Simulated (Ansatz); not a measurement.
# CH₅B + HBr: a complex and its separated parts

Aim: how far the complex at one end of a reaction step lies below its separated, relaxed parts, level by level.

The runs use Ansatz 0.2.0, Gaussian basis; PBE0-D4/def2-TZVP structures, single points in def2-TZVPP, no counterpoise correction.

Levels: SPW92, PBE-D4, BLYP-D4, r2SCAN-D4, B97M-V, PBE0-D4, B3LYP-D4, r2SCAN0-D4, BHLYP-D4, CAM-B3LYP-D4, wB97X-V, wB97M-V, B2PLYP, PBE-QIDH, RPA on PBE, Hartree-Fock, MP2, CCSD, CCSD(T).

Cores are frozen in the correlated methods. Filled d shells of the heavier atoms are correlated. B3LYP uses VWN-RPA correlation. B2PLYP carries no dispersion term here.

94 further runs of the same task are left out: 94 set aside as unsound or not needed.

**1. Where the work starts**

The complex: 9 atoms, charge 0, spin multiplicity 1.

Atoms are counted from 1 here; the program's logs count them from 0.

Bond lengths: B1–H3 1.199 Å, B1–H4 1.199 Å, B1–C6 1.562 Å, Br2–H5 1.422 Å, C6–H7 1.092 Å, C6–H8 1.102 Å, C6–H9 1.092 Å. Angles: H3–B1–H4 117.9°, H3–B1–C6 120.3°, H4–B1–C6 120.3°, B1–C6–H7 114.9°, B1–C6–H8 104.4°, B1–C6–H9 114.9°, H7–C6–H8 105.9°, H7–C6–H9 109.9°, H8–C6–H9 105.9°.

As a file:

```xyz
9

B    -0.4219   -0.7467    0.3961
Br    0.6169   -1.0118   -2.1495
H    -1.5146   -1.0367   -0.0028
H     0.2837   -1.6309    0.7929
H     1.0916    0.3265   -2.2240
C    -0.0603    0.7440    0.6920
H    -0.5555    1.4740    0.0477
H    -0.4497    0.9248    1.7070
H     1.0100    0.9568    0.7404
```

Its parts: CH₅B holds atoms 1, 3, 4, 6, 7, 8, 9; HBr holds atoms 2, 5. Each part counts its atoms afresh in its own runs.

**2. Relaxing CH₅B alone**

File relax-a/in.yaml:

```yaml
crystal:
  periodic: [false, false, false]
  atoms:
    - {symbol: B, position_ang: [-0.421919, -0.746658, 0.396136]}
    - {symbol: H, position_ang: [-1.514620, -1.036731, -0.002772]}
    - {symbol: H, position_ang: [0.283721, -1.630905, 0.792921]}
    - {symbol: C, position_ang: [-0.060338, 0.743980, 0.692026]}
    - {symbol: H, position_ang: [-0.555537, 1.474024, 0.047731]}
    - {symbol: H, position_ang: [-0.449663, 0.924839, 1.707024]}
    - {symbol: H, position_ang: [1.010025, 0.956776, 0.740400]}
basis:
  gaussian: {orbitals: def2-TZVP}
hamiltonian: {xc: pbe0, dispersion: d4}
relax: {f_tol: 0.005, max_steps: 200}
```

Run with:

```bash
> ansatz run in.yaml --threads 4 --pin off --events-out ev --progress --plain --max-ram 9574MiB
```

The runs that follow: Relaxing HBr alone; SPW92/def2-TZVPP; PBE-D4/def2-TZVPP; BLYP-D4/def2-TZVPP; r2SCAN-D4/def2-TZVPP; B97M-V/def2-TZVPP; PBE0-D4/def2-TZVPP; B3LYP-D4/def2-TZVPP; r2SCAN0-D4/def2-TZVPP; BHLYP-D4/def2-TZVPP; CAM-B3LYP-D4/def2-TZVPP; wB97X-V/def2-TZVPP; wB97M-V/def2-TZVPP; B2PLYP/def2-TZVPP; PBE-QIDH/def2-TZVPP; RPA on PBE/def2-TZVPP; CCSD(T)/def2-TZVPP; Vibrations of CH₅B; Vibrations of HBr.

What does the calculation give? Wanted: complex less parts, CCSD(T)/def2-TZVPP; with zero-point energy; largest T1 diagnostic.

The runs gave:

| quantity | value |
| --- | --- |
| complex less parts, CCSD(T)/def2-TZVPP | -0.109 eV |
| with zero-point energy | -0.043 eV |
| largest T1 diagnostic | 0.009 |

At CCSD(T) the complex lies 0.109 eV below its parts. Among the functionals wB97M-V lands nearest to CCSD(T) (-0.001 eV) and SPW92 farthest (-0.197 eV). By rung, the mean size of the error is: LDA 0.197, GGA 0.032, meta-GGA 0.017, hybrid 0.021, range-separated hybrid 0.017, double hybrid 0.041 eV. PBE-D4 gives a relative energy 0.052 eV too low, an error of 47 % of the reference. The complex's frequency run has imaginary modes: the structure is no minimum, so both the energy and the zero-point correction are in doubt. No counterpoise was applied, and triple zeta lacks some correlation, so the CCSD(T) reference has a basis error of its own, and close matches with it are partly luck.
